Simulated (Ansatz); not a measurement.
Debugging a convergence test of the plane-wave cutoff of TlBi₃, space group Pm-3m (Ansatz 0.2.0, Python API).

Script `ecut_tlbi3.py`:
```python
# -*- coding: utf-8 -*-
import ansatz
from tabulate import tabulate


def main():
    system = (
        ansatz.Lattice.of((5.035145, 0.0, 0.0), (0.0, 5.035145, 0.0), (0.0, 0.0, 5.035145))
        .atom("Tl", (0.0, 0.0, 0.0))
        .atom("Bi", (0.0, 0.5, 0.5))
        .atom("Bi", (0.5, 0.0, 0.5))
        .atom("Bi", (0.5, 0.5, 0.0))
    )

    base = system.calculation()
    base = base.functional("pbesol")
    base = base.kpoints(5, center="gamma")
    base = base.occupations(ansatz.OccupationsMethod.COLD, width=150 * ansatz.meV)
    base = base.stress()

    row = []
    for value in [300, 400, 500, 600]:
        rep = base.basis(value).run(threads=1).report
        rows.append((value, rep["free_energy_ev"] / len(rep["lattice"]["sites"]), rep["n_iterations"], sum(rep["stress_gpa"][i][i] for i in range(3)) / 3, rep["n_pw"]))

    print(tabulate(rows, headers=["cutoff (eV)", "F/atom (eV)", "iterations", "P (GPa)", "plane waves"], floatfmt=".4f", tablefmt="plain"))

    for row in rows[:-1]:
        shift = 1000 * (row[1] - rows[-1][1])
        print(f"{row[0]}: {shift:+.2f} meV/atom" + ("  (within 1 meV)" if abs(shift) < 1 else ""))


if __name__ == "__main__":
    main()
```

Running `python ecut_tlbi3.py` prints:
```text
DeckWarning: basis.ecutwfc = 300 eV is below the records' recommended 420 eV, and the density's cutoff is lower with it unless basis.ecutrho_ratio is high enough to keep the records' density cutoff: compare with a run at a higher cutoff
Traceback (most recent call last):
  File "ecut_tlbi3.py", line 34, in <module>
    main()
    ~~~~^^
  File "ecut_tlbi3.py", line 24, in main
    rows.append((value, rep["free_energy_ev"] / len(rep["lattice"]["sites"]), rep["n_iterations"], sum(rep["stress_gpa"][i][i] for i in range(3)) / 3, rep["n_pw"]))
    ^^^^
NameError: name 'rows' is not defined. Did you mean: 'row'?
```
(Warnings from the package without file and line.)

Why does it end like this?

The fault: a variable's name is misspelt. The change:

```diff
--- before
+++ after
@@ -20,3 +20,3 @@
 
-    row = []
+    rows = []
     for value in [300, 400, 500, 600]:
```

The mended script runs so:

```console
$ python ecut_tlbi3.py
DeckWarning: basis.ecutwfc = 300 eV is below the records' recommended 420 eV, and the density's cutoff is lower with it unless basis.ecutrho_ratio is high enough to keep the records' density cutoff: compare with a run at a higher cutoff
DeckWarning: basis.ecutwfc = 400 eV is below the records' recommended 420 eV, and the density's cutoff is lower with it unless basis.ecutrho_ratio is high enough to keep the records' density cutoff: compare with a run at a higher cutoff
  cutoff (eV)    F/atom (eV)    iterations    P (GPa)    plane waves
          300    -12005.2710             6    -2.3861           1503
          400    -12005.3491             6    -2.5021           2325
          500    -12005.3506             6    -2.5037           3239
          600    -12005.3508             6    -2.5038           4337
300: +79.76 meV/atom
400: +1.64 meV/atom
500: +0.17 meV/atom  (within 1 meV)
```
(Warnings from the package without file and line.)

Caveats:
- For a metal this k-point mesh is coarse: on a finer one energies can move by several to tens of meV an atom and pressures by half a GPa or more, differences at one mesh by less.
- Pressure is positive in compression.
- Spin-orbit coupling, which matters for elements this heavy, is left out.
- The structure comes from a database of computed cells and needn't be a stable or known phase.
- Shifts are counted from the last row, which is itself no proven limit.
- It ran for 11 s on 1 thread of Arm Neoverse V2 (shared host), peak memory 0.49 GiB.
